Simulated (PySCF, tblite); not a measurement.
# C2H2BrF3: NMR shieldings, part 2 of 2

tblite 0.8.0 and PySCF 2.14.0. Atoms count from 0. The steps go on from the part before.

## 6. NMR shieldings: KT2/pcJ-1 Br:dyall-v2z (KT2), spin–orbit

Job settings and geometry (Å):

```
{"job": {"kind": "hnmr", "xc": "KT2", "basis": {"default": "pcJ-1", "Br": "dyall-v2z"}, "rel": "so"}, "charge": 0, "multiplicity": 1}
F     -1.424451     1.042449    -0.276623
C     -0.590786     0.014167    -0.472806
F     -1.285888    -1.108452    -0.316578
F     -0.166466     0.066575    -1.730813
C      0.547352     0.119792     0.516918
Br     1.829472    -1.298747     0.326906
H      1.063570     1.074501     0.360709
H      0.136573     0.081918     1.532756
```

Method: KT2/pcJ-1 Br:dyall-v2z GIAO NMR shielding, X2C with spin-orbit coupling, screened-nuclear two-electron part, Gaussian nuclei, gas phase.

Log:

```text
spin-free SCF
coarse grid: 38536 points
cycle   1  E = -2998.7909075917  dE =  7.515e-01  |g| = 1.519e+00  |ddm| = 2.451e+00
cycle   2  E = -2998.4050244848  dE =  3.859e-01  |g| = 2.006e+00  |ddm| = 1.502e+00
cycle   3  E = -2998.9314283000  dE = -5.264e-01  |g| = 4.107e-01  |ddm| = 1.186e+00
cycle   4  E = -2998.9527391751  dE = -2.131e-02  |g| = 1.930e-01  |ddm| = 3.236e-01
cycle   5  E = -2998.9595522766  dE = -6.813e-03  |g| = 4.796e-02  |ddm| = 1.658e-01
cycle   6  E = -2998.9600283528  dE = -4.761e-04  |g| = 8.470e-03  |ddm| = 4.598e-02
cycle   7  E = -2998.9600362421  dE = -7.889e-06  |g| = 2.487e-03  |ddm| = 6.188e-03
final grid: 81048 points
cycle   8  E = -2998.9598336370  dE = -1.643e-06  |g| = 4.069e-02  |ddm| = 4.647e-03
cycle   9  E = -2998.9598271357  dE =  6.501e-06  |g| = 7.981e-03  |ddm| = 7.130e-03
cycle  10  E = -2998.9598054027  dE =  2.173e-05  |g| = 1.459e-02  |ddm| = 1.271e-02
cycle  11  E = -2998.9598363033  dE = -3.090e-05  |g| = 5.442e-04  |ddm| = 8.171e-03
cycle  12  E = -2998.9598363590  dE = -5.574e-08  |g| = 7.873e-05  |ddm| = 4.925e-04
cycle  13  E = -2998.9598363603  dE = -1.217e-09  |g| = 1.889e-05  |ddm| = 6.147e-05
converged SCF energy = -2998.9598363603
two-component SCF
cycle   1  E = -2998.8926214003  dE = -2.999e+03  |FDS-SDF| = 2.202e+01
cycle   2  E = -2999.0381570753  dE = -1.455e-01  |FDS-SDF| = 8.109e-03
cycle   3  E = -2999.0381569544  dE =  1.209e-07  |FDS-SDF| = 2.651e-03
cycle   4  E = -2999.0381568304  dE =  1.240e-07  |FDS-SDF| = 1.932e-03
cycle   5  E = -2999.0381573518  dE = -5.214e-07  |FDS-SDF| = 6.575e-04
cycle   6  E = -2999.0381574368  dE = -8.500e-08  |FDS-SDF| = 5.025e-05
cycle   7  E = -2999.0381574370  dE = -2.178e-10  |FDS-SDF| = 2.162e-05
converged, E = -2999.0381574370

Field gradients (au) and densities at the nuclei (bohr^-3)
atom        Vxx        Vyy        Vzz        centre      nuclear mean
  0 F     -1.4320    -1.4584     2.8904        461.745        461.725
  1 C      0.1831     0.1987    -0.3818        131.210        131.208
  2 F     -1.4073    -1.5206     2.9279        461.739        461.719
  3 F     -1.4058    -1.5203     2.9261        461.738        461.718
  4 C     -0.1044    -0.2412     0.3455        131.217        131.215
  5 Br    -4.1175    -4.5208     8.6382      41423.296      41358.270
  6 H     -0.1304    -0.1448     0.2752          0.495          0.495
  7 H     -0.1305    -0.1449     0.2754          0.495          0.495
without picture change
  5 Br                           8.9294                     67351.558

Core orbital energies (eV)
atom   shell        mean    spread
  5 Br 1s       -13348.617   0.000
  5 Br 2s        -1740.072   0.000
  5 Br 3s         -240.460   0.000
  5 Br 4s          -20.515   0.000
  5 Br 2p1/2     -1565.229   0.000
  5 Br 2p3/2     -1518.030   0.083
  5 Br 3p1/2      -179.676   0.000
  5 Br 3p3/2      -172.844   0.277
  5 Br 3d3/2       -68.137   0.277
  5 Br 3d5/2       -67.064   0.375

Shielding tensors (ppm)
atom      isotropic    diamagn.    paramagn.     s11        s22        s33       span
  0 F       251.21      474.08     -222.87     169.81     249.63     334.20     164.38
  1 C        58.96      242.10     -183.14      56.52      58.86      61.50       4.98
  2 F       256.28      473.75     -217.47     179.72     253.41     335.71     155.99
  3 F       256.61      473.67     -217.06     180.47     254.41     334.95     154.48
  4 C       159.77      252.23      -92.45     139.88     158.95     180.49      40.61
  5 Br     2664.17     2991.87     -327.70    2281.08    2424.91    3286.51    1005.42
  6 H        27.92       28.58       -0.66      21.23      27.57      34.95      13.73
  7 H        27.92       28.59       -0.66      21.26      27.57      34.94      13.68
```

It took 40 s on 1 thread of Arm Neoverse V1, shared host; peak memory 1 GiB.

In short:

```tsv
quantity	value
energy from spin-orbit coupling	-0.0783 Eh
```

## 7. NMR shieldings: B3LYP/pcJ-1 Br:dyall-v2z (B3LYP), spin–orbit

Settings changed since step 6:

```diff
@@ -1,2 +1,2 @@
-{"job": {"kind": "hnmr", "xc": "KT2", "basis": {"default": "pcJ-1", "Br": "dyall-v2z"}, "rel": "so"}, "charge": 0, "multiplicity": 1}
+{"job": {"kind": "hnmr", "xc": "B3LYP", "basis": {"default": "pcJ-1", "Br": "dyall-v2z"}, "rel": "so"}, "charge": 0, "multiplicity": 1}
 F     -1.424451     1.042449    -0.276623
```

Level: B3LYP/pcJ-1 Br:dyall-v2z GIAO NMR shielding, X2C with spin-orbit coupling, screened-nuclear two-electron part, Gaussian nuclei, gas phase.

Log:

```text
spin-free SCF
coarse grid: 38536 points
cycle   1  E = -2983.4636325894  dE =  7.745e-01  |g| = 9.326e-01  |ddm| = 2.414e+00
cycle   2  E = -2983.2742243293  dE =  1.894e-01  |g| = 1.491e+00  |ddm| = 1.127e+00
cycle   3  E = -2983.5980750974  dE = -3.239e-01  |g| = 6.982e-02  |ddm| = 6.967e-01
cycle   4  E = -2983.5984233161  dE = -3.482e-04  |g| = 5.009e-02  |ddm| = 6.994e-02
cycle   5  E = -2983.5989416886  dE = -5.184e-04  |g| = 9.936e-03  |ddm| = 4.179e-02
cycle   6  E = -2983.5989659804  dE = -2.429e-05  |g| = 1.975e-03  |ddm| = 1.210e-02
cycle   7  E = -2983.5989665194  dE = -5.390e-07  |g| = 6.144e-04  |ddm| = 1.782e-03
final grid: 81048 points
cycle   8  E = -2983.5989881701  dE = -2.256e-08  |g| = 8.715e-04  |ddm| = 1.381e-03
cycle   9  E = -2983.5989880438  dE =  1.263e-07  |g| = 1.259e-03  |ddm| = 1.068e-03
cycle  10  E = -2983.5989882716  dE = -2.278e-07  |g| = 1.121e-04  |ddm| = 6.610e-04
cycle  11  E = -2983.5989882728  dE = -1.173e-09  |g| = 1.006e-05  |ddm| = 5.257e-05
converged SCF energy = -2983.5989882728
two-component SCF
cycle   1  E = -2983.5321006790  dE = -2.984e+03  |FDS-SDF| = 2.195e+01
cycle   2  E = -2983.6771468917  dE = -1.450e-01  |FDS-SDF| = 7.792e-02
cycle   3  E = -2983.6772520475  dE = -1.052e-04  |FDS-SDF| = 3.413e-03
cycle   4  E = -2983.6772597464  dE = -7.699e-06  |FDS-SDF| = 2.013e-03
cycle   5  E = -2983.6772606000  dE = -8.536e-07  |FDS-SDF| = 7.675e-04
cycle   6  E = -2983.6772609899  dE = -3.899e-07  |FDS-SDF| = 1.332e-04
cycle   7  E = -2983.6772609962  dE = -6.326e-09  |FDS-SDF| = 9.233e-05
cycle   8  E = -2983.6772609983  dE = -2.141e-09  |FDS-SDF| = 1.215e-05
converged, E = -2983.6772609983

Field gradients (au) and densities at the nuclei (bohr^-3)
atom        Vxx        Vyy        Vzz        centre      nuclear mean
  0 F     -1.3902    -1.4478     2.8380        449.735        449.716
  1 C      0.2044     0.2201    -0.4245        125.927        125.925
  2 F     -1.3772    -1.4907     2.8679        449.729        449.710
  3 F     -1.3756    -1.4907     2.8663        449.729        449.709
  4 C     -0.0996    -0.2503     0.3500        125.957        125.955
  5 Br    -4.3800    -4.7215     9.1015      40821.905      40761.959
  6 H     -0.1291    -0.1442     0.2733          0.483          0.483
  7 H     -0.1291    -0.1444     0.2735          0.483          0.483
without picture change
  5 Br                           9.4081                     66251.173

Core orbital energies (eV)
atom   shell        mean    spread
  5 Br 1s       -13353.152   0.000
  5 Br 2s        -1749.714   0.000
  5 Br 3s         -245.041   0.000
  5 Br 4s          -22.271   0.000
  5 Br 2p1/2     -1574.496   0.000
  5 Br 2p3/2     -1527.193   0.080
  5 Br 3p1/2      -183.854   0.000
  5 Br 3p3/2      -176.927   0.263
  5 Br 3d3/2       -70.737   0.286
  5 Br 3d5/2       -69.647   0.388

Shielding tensors (ppm)
atom      isotropic    diamagn.    paramagn.     s11        s22        s33       span
  0 F       259.79      470.75     -210.96     174.78     260.99     343.60     168.83
  1 C        50.82      237.20     -186.38      49.84      50.09      52.54       2.70
  2 F       264.83      470.43     -205.60     184.89     265.19     344.42     159.53
  3 F       265.17      470.35     -205.18     185.64     266.17     343.70     158.06
  4 C       152.35      247.33      -94.99     132.45     150.42     174.18      41.72
  5 Br     2638.72     2985.35     -346.63    2237.41    2393.98    3284.78    1047.38
  6 H        28.16       28.46       -0.30      21.64      27.79      35.04      13.40
  7 H        28.16       28.47       -0.31      21.67      27.78      35.03      13.36
```

Wall time 2.1 min (1 thread of Arm Neoverse V1, shared host); peak memory 1.3 GiB.

In short:

```tsv
quantity	value
energy from spin-orbit coupling	-0.0783 Eh
```

## 8. NMR shieldings: BHandHLYP/pcJ-1 Br:dyall-v2z (BHandHLYP), spin–orbit

Settings changed since step 7:

```diff
@@ -1,2 +1,2 @@
-{"job": {"kind": "hnmr", "xc": "B3LYP", "basis": {"default": "pcJ-1", "Br": "dyall-v2z"}, "rel": "so"}, "charge": 0, "multiplicity": 1}
+{"job": {"kind": "hnmr", "xc": "BHandHLYP", "basis": {"default": "pcJ-1", "Br": "dyall-v2z"}, "rel": "so"}, "charge": 0, "multiplicity": 1}
 F     -1.424451     1.042449    -0.276623
```

Level: BHandHLYP/pcJ-1 Br:dyall-v2z GIAO NMR shielding, X2C with spin-orbit coupling, screened-nuclear two-electron part, Gaussian nuclei, gas phase.

Log:

```text
spin-free SCF
coarse grid: 38536 points
cycle   1  E = -2983.2127223601  dE =  8.857e-01  |g| = 9.426e-01  |ddm| = 2.362e+00
cycle   2  E = -2983.1830807300  dE =  2.964e-02  |g| = 1.103e+00  |ddm| = 1.009e+00
cycle   3  E = -2983.3679113487  dE = -1.848e-01  |g| = 5.424e-02  |ddm| = 5.318e-01
cycle   4  E = -2983.3683115563  dE = -4.002e-04  |g| = 2.699e-02  |ddm| = 4.363e-02
cycle   5  E = -2983.3684206028  dE = -1.090e-04  |g| = 5.654e-03  |ddm| = 1.880e-02
cycle   6  E = -2983.3684269358  dE = -6.333e-06  |g| = 1.822e-03  |ddm| = 5.753e-03
final grid: 81048 points
cycle   7  E = -2983.3684430294  dE = -1.978e-07  |g| = 1.747e-03  |ddm| = 2.747e-03
cycle   8  E = -2983.3684430148  dE =  1.461e-08  |g| = 1.835e-03  |ddm| = 2.342e-03
cycle   9  E = -2983.3684435085  dE = -4.937e-07  |g| = 1.071e-04  |ddm| = 1.164e-03
cycle  10  E = -2983.3684435099  dE = -1.455e-09  |g| = 2.363e-05  |ddm| = 6.286e-05
converged SCF energy = -2983.3684435099
two-component SCF
cycle   1  E = -2983.3016793906  dE = -2.983e+03  |FDS-SDF| = 2.192e+01
cycle   2  E = -2983.4460022241  dE = -1.443e-01  |FDS-SDF| = 1.884e-01
cycle   3  E = -2983.4463681981  dE = -3.660e-04  |FDS-SDF| = 1.071e-02
cycle   4  E = -2983.4464068150  dE = -3.862e-05  |FDS-SDF| = 3.296e-03
cycle   5  E = -2983.4464193923  dE = -1.258e-05  |FDS-SDF| = 1.814e-03
cycle   6  E = -2983.4464221537  dE = -2.761e-06  |FDS-SDF| = 7.883e-04
cycle   7  E = -2983.4464229023  dE = -7.485e-07  |FDS-SDF| = 7.508e-05
cycle   8  E = -2983.4464229065  dE = -4.246e-09  |FDS-SDF| = 3.442e-05
converged, E = -2983.4464229065

Field gradients (au) and densities at the nuclei (bohr^-3)
atom        Vxx        Vyy        Vzz        centre      nuclear mean
  0 F     -1.4245    -1.4923     2.9168        449.309        449.290
  1 C      0.2108     0.2284    -0.4392        125.707        125.704
  2 F     -1.4176    -1.5271     2.9448        449.305        449.286
  3 F     -1.4162    -1.5272     2.9434        449.305        449.286
  4 C     -0.0985    -0.2611     0.3597        125.738        125.736
  5 Br    -4.4029    -4.7294     9.1323      40794.804      40735.078
  6 H     -0.1280    -0.1442     0.2722          0.476          0.476
  7 H     -0.1281    -0.1443     0.2724          0.476          0.476
without picture change
  5 Br                           9.4420                     66197.141

Core orbital energies (eV)
atom   shell        mean    spread
  5 Br 1s       -13430.978   0.000
  5 Br 2s        -1778.421   0.000
  5 Br 3s         -257.273   0.000
  5 Br 4s          -24.783   0.000
  5 Br 2p1/2     -1598.401   0.000
  5 Br 2p3/2     -1550.693   0.061
  5 Br 3p1/2      -193.861   0.000
  5 Br 3p3/2      -186.777   0.227
  5 Br 3d3/2       -76.729   0.284
  5 Br 3d5/2       -75.602   0.383

Shielding tensors (ppm)
atom      isotropic    diamagn.    paramagn.     s11        s22        s33       span
  0 F       277.65      470.52     -192.87     191.97     279.14     361.83     169.87
  1 C        63.10      236.07     -172.97      60.98      61.75      66.58       5.60
  2 F       282.27      470.18     -187.91     201.29     283.60     361.92     160.63
  3 F       282.59      470.09     -187.50     201.98     284.53     361.27     159.29
  4 C       159.38      246.32      -86.93     140.88     156.58     180.68      39.81
  5 Br     2734.93     2985.31     -250.38    2371.36    2530.87    3302.57     931.21
  6 H        28.20       28.11        0.09      21.57      27.74      35.28      13.71
  7 H        28.20       28.11        0.09      21.60      27.73      35.27      13.67
```

Run time: 2.3 min. Hardware: 1 thread of Arm Neoverse V1, shared host; peak memory 1.3 GiB.

Key values:

```tsv
quantity	value
energy from spin-orbit coupling	-0.0780 Eh
```

## 9. Shieldings side by side

```tsv
run	Br5	F0	F2	F3	C1	C4	H6	time
step 5, PBE/pcJ-1 Br:dyall-v2z (PBE), spin–orbit	2612.6	246.2	251.3	251.7	47.5	151.9	28.0	45 s
step 6, KT2/pcJ-1 Br:dyall-v2z (KT2), spin–orbit	2664.2	251.2	256.3	256.6	59.0	159.8	27.9	40 s
step 7, B3LYP/pcJ-1 Br:dyall-v2z (B3LYP), spin–orbit	2638.7	259.8	264.8	265.2	50.8	152.3	28.2	2.1 min
step 8, BHandHLYP/pcJ-1 Br:dyall-v2z (BHandHLYP), spin–orbit	2734.9	277.6	282.3	282.6	63.1	159.4	28.2	2.3 min
```

## 10. What came out

This closing draws on all 2 parts.

| quantity | value |
| --- | --- |
| strongest single infrared mode (GFN2-xTB) | 1049 cm⁻¹, 277 km/mol |
| zero-point energy (GFN2-xTB) | 25.3 kcal/mol |
| point group | Cs |
| rotational constants (main isotopes) | 5.36, 1.16, 1.15 GHz |
| energy from spin-orbit coupling (step 5, PBE/pcJ-1 Br:dyall-v2z (PBE), spin–orbit) | -0.0783 Eh |
| shieldings (step 5, PBE/pcJ-1 Br:dyall-v2z (PBE), spin–orbit) | F0 246.2, C1 47.5, F2 251.3, F3 251.7, C4 151.9, Br5 2612.6 ppm |
| surface potential, 1st and 99th percentile | -0.47 V and 1.46 V |
| energy from spin-orbit coupling (step 6, KT2/pcJ-1 Br:dyall-v2z (KT2), spin–orbit) | -0.0783 Eh |
| shieldings (step 6, KT2/pcJ-1 Br:dyall-v2z (KT2), spin–orbit) | F0 251.2, C1 59.0, F2 256.3, F3 256.6, C4 159.8, Br5 2664.2 ppm |
| energy from spin-orbit coupling (step 7, B3LYP/pcJ-1 Br:dyall-v2z (B3LYP), spin–orbit) | -0.0783 Eh |
| shieldings (step 7, B3LYP/pcJ-1 Br:dyall-v2z (B3LYP), spin–orbit) | F0 259.8, C1 50.8, F2 264.8, F3 265.2, C4 152.3, Br5 2638.7 ppm |
| energy from spin-orbit coupling (step 8, BHandHLYP/pcJ-1 Br:dyall-v2z (BHandHLYP), spin–orbit) | -0.0780 Eh |
| shieldings (step 8, BHandHLYP/pcJ-1 Br:dyall-v2z (BHandHLYP), spin–orbit) | F0 277.6, C1 63.1, F2 282.3, F3 282.6, C4 159.4, Br5 2734.9 ppm |

What this shows: No mode is imaginary among the 18: a minimum at this level. The strongest single mode, at 1049 cm⁻¹, moves mainly C1. GFN2-xTB is a fitted tight-binding method: band positions and strengths are rough. Its intensities can rank the bands wrongly. Relaxing lowered the energy by 0.030 eV in 7 steps; the close pair that moved most is F0–C1, from 1.314 to 1.338 Å (PBE0/def2-SVP). In step 5, Br5 has the widest tensor, 1068 ppm. At PBE/dyall-v2z+pcJ-1, counted by nearest atom on the grid, the HOMO lies on Br5 89 %, the LUMO on Br5 50 %; C4 30 %. Br5 moves most between the runs, by 122 ppm; the labels say what changes from run to run.
